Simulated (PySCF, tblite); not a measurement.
# C₅H₇NO₂Si: geometry, infrared bands and NMR shifts

Wanted: the infrared bands and NMR shifts of C₅H₇NO₂Si (`C[C@@H]1[SiH2]Oc2conc21`), by calculation.

The runs use tblite 0.8.0 and PySCF 2.14.0, with density-fitted response routines of our own; the level of theory stands in each step. All values are computed, except where a source is named. Atoms are numbered from 0 throughout.

### 1 The starting structure

16 atoms, charge 0, multiplicity 1; geometry from: force field or distance geometry start.

Bonds of the start (Å): C0–C1 1.48, C1–Si2 1.86, Si2–O3 1.71, O3–C4 1.38, C4–C5 1.41, C5–O6 1.29, O6–N7 1.28, N7–C8 1.37, C8–C1 1.48, C8–C4 1.31, C0–H9 1.08, C0–H10 1.12, C0–H11 1.13, C1–H12 1.12, Si2–H13 1.45, Si2–H14 1.47, C5–H15 1.08.

### 2 Relaxing the molecule with GFN2-xTB

Job settings and geometry (Å):

```
{"job": {"kind": "relax", "xc": "GFN2-xTB", "basis": "xTB"}, "charge": 0, "multiplicity": 1}
C     -1.619200    -1.233500     0.000600
C     -0.779700    -0.239700     0.716100
Si    -0.972900     1.488800     0.052100
O      0.681700     1.887500     0.252700
C      1.367800     0.687600     0.284500
C      2.704400     0.277200     0.100400
O      2.755000    -1.010000     0.230300
N      1.576600    -1.446200     0.477800
C      0.678600    -0.409400     0.508700
H     -1.188900    -2.216700    -0.128600
H     -1.953200    -0.883700    -1.009300
H     -2.574800    -1.355600     0.598300
H     -1.059100    -0.266500     1.804100
H     -1.879200     2.298200     0.839200
H     -1.299800     1.511900    -1.379500
H      3.555200     0.918900    -0.091300
```

Run with:

```
$ OMP_NUM_THREADS=1 python probes_run.py task.json out
```

One launch serves the whole session: the jobs run in the order shown.

**Question.** This job is followed by: GFN2-xTB harmonic vibrations, gas phase; GIAO PBE0/pcSseg-1 NMR shielding, non-relativistic, gas phase. Predict these results of the whole session: strongest single infrared mode (GFN2-xTB); zero-point energy (GFN2-xTB); ¹³C shifts against TMS (PBE0/pcSseg-1); ¹H shifts against TMS (PBE0/pcSseg-1, means over atoms taken as alike); ²⁹Si shifts against TMS (PBE0/pcSseg-1); ¹⁷O shifts against H2O (PBE0/pcSseg-1); ¹⁵N shifts against NH3 (PBE0/pcSseg-1).

As calculated:

| quantity | value |
| --- | --- |
| strongest single infrared mode (GFN2-xTB) | 2331 cm⁻¹, 433 km/mol |
| zero-point energy (GFN2-xTB) | 70.7 kcal/mol |
| ¹³C shifts against TMS (PBE0/pcSseg-1) | 167.9, 155.3, 141.9, 19.8, 18.2 ppm |
| ¹H shifts against TMS (PBE0/pcSseg-1, means over atoms taken as alike) | 7.93, 5.65, 5.39, 2.93, 1.62 ppm |
| ²⁹Si shifts against TMS (PBE0/pcSseg-1) | 31.1 ppm |
| ¹⁷O shifts against H2O (PBE0/pcSseg-1) | 379.7, 58.8 ppm |
| ¹⁵N shifts against NH3 (PBE0/pcSseg-1) | 409.3 ppm |

What this shows: Relaxing lowered the energy by 1.030 eV in 83 steps; the close pair that moved most is C4–C8, from 1.315 to 1.422 Å. No mode is imaginary among the 42: a minimum at this level. The strongest single mode, at 2331 cm⁻¹, moves mainly H14 and H13. Unscaled tight-binding wavenumbers are off by several per cent, some by more. Its intensities can rank the bands wrongly. At PBE0/pcSseg-1: Shielding is most anisotropic at N7 (span 481 ppm, paramagnetic term -465 ppm). NICS(1)zz of -24 ppm above the planar ring from C4 marks a diatropic (aromatic) ring current.
